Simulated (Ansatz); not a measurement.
# ZnS: the cost of one run

Program: the Python package of Ansatz 0.2.0. The levels of theory stand in the script. These are calculated values, not measurements.

The COD entry's cell or inner coordinates are ideal or old and differ from later refinements, so a difference from it is no clean test against experiment.

### 1 The system

Symmetry: F-43m, No. 216, cubic system. The conventional cell has a = 5.404 Å, b = 5.404 Å, c = 5.404 Å, α = 90.00°, β = 90.00°, γ = 90.00°. Zn (site symmetry -43m) is surrounded by 4 S at 2.34 Å. S (site symmetry -43m) is surrounded by 4 Zn at 2.34 Å.

No structure file is read: the coordinates are typed or built in the script.

### 2 The script

paw_lapw.py reads:

```python
"""Checking the PAW result for ZnS with LAPW."""

import ansatz as az
import numpy as np

params = {
    "k_spacing": 0.72,
    "xc": "pbe",
    "filling": "fixed",
    "tolerance": 1e-08,
}


def count_gap(report):
    # lowest empty less highest filled band, counting bands; zero where they overlap
    return max(report.get("gap_by_band_count_ev") or 0.0, 0.0)

lattice = az.Lattice.of(
    (0.0, 2.702, 2.702),
    (2.702, 0.0, 2.702),
    (2.702, 2.702, 0.0),
)
sites = [
    ("Zn", (0.25, 0.25, 0.25)),
    ("S", (0.0, 0.0, 0.0)),
]
crystal = az.Crystal(lattice=lattice)
for symbol, position in sites:
    crystal = crystal.atom(symbol, position)

calc = crystal.calculation()
calc = calc.kpoints(spacing=params["k_spacing"]).functional(params["xc"])
calc = calc.mixing("anderson", preconditioner="local_kerker")
calc = calc.occupations(params["filling"])
calc = calc.scf(tolerance=params["tolerance"])
calc = calc.stress().forces()
calc = calc.band_table()
variants = {
    "PAW": calc.pseudopotentials("paw"),
    "LAPW": calc.pseudopotentials("all_electron", lapw=True),
}
# totals differ by the cores that each treatment holds, so compare what does not depend on them
rows = []
for label, variant in variants.items():
    rep = variant.run().report
    levels = np.array(rep["eigenvalues_ev"][0]) - rep["fermi_energy_ev"]
    print(label, "levels at the first k-point near E_F:", np.round(levels[np.abs(levels) < 5], 3))
    rows.append((label, rep["n_electrons"], np.trace(rep["stress_gpa"]) / 3, count_gap(rep)))
lines = [",".join(["treatment", "electrons in bands", "P GPa", "gap by band count eV"])] + [",".join(f"{v:.4f}" if isinstance(v, float) else str(v) for v in row) for row in rows]
print("\n".join(lines))
with open("paw_lapw.csv", "w") as handle:
    handle.write("\n".join(lines) + "\n")
```

### 3 The input behind the calls

The package turns the script's settings into the engine's input (first run):

```yaml
crystal:
  lattice:
    - [0.0, 2.702, 2.702]
    - [2.702, 0.0, 2.702]
    - [2.702, 2.702, 0.0]
  atoms:
    - { symbol: Zn, position: [0.25, 0.25, 0.25] }
    - { symbol: S, position: [0.0, 0.0, 0.0] }
kpoints:
  mp_grid:
    kspacing: 0.72
hamiltonian:
  xc: pbe
  pseudopotentials:
    kind: paw
scf:
  convergence:
    dr2_threshold: 1.0e-08
  mixing:
    algorithm: anderson
    preconditioner: local_kerker
  occupations:
    method: fixed
output:
  forces: true
  stress: true
  eigenvalues: true
```

### 4 Launch

Command:

```
> python paw_lapw.py
```

What time and memory should one allow on 1 thread of Arm Neoverse V2, shared host?

About 4.8 s, with a peak of 0.39 GiB.
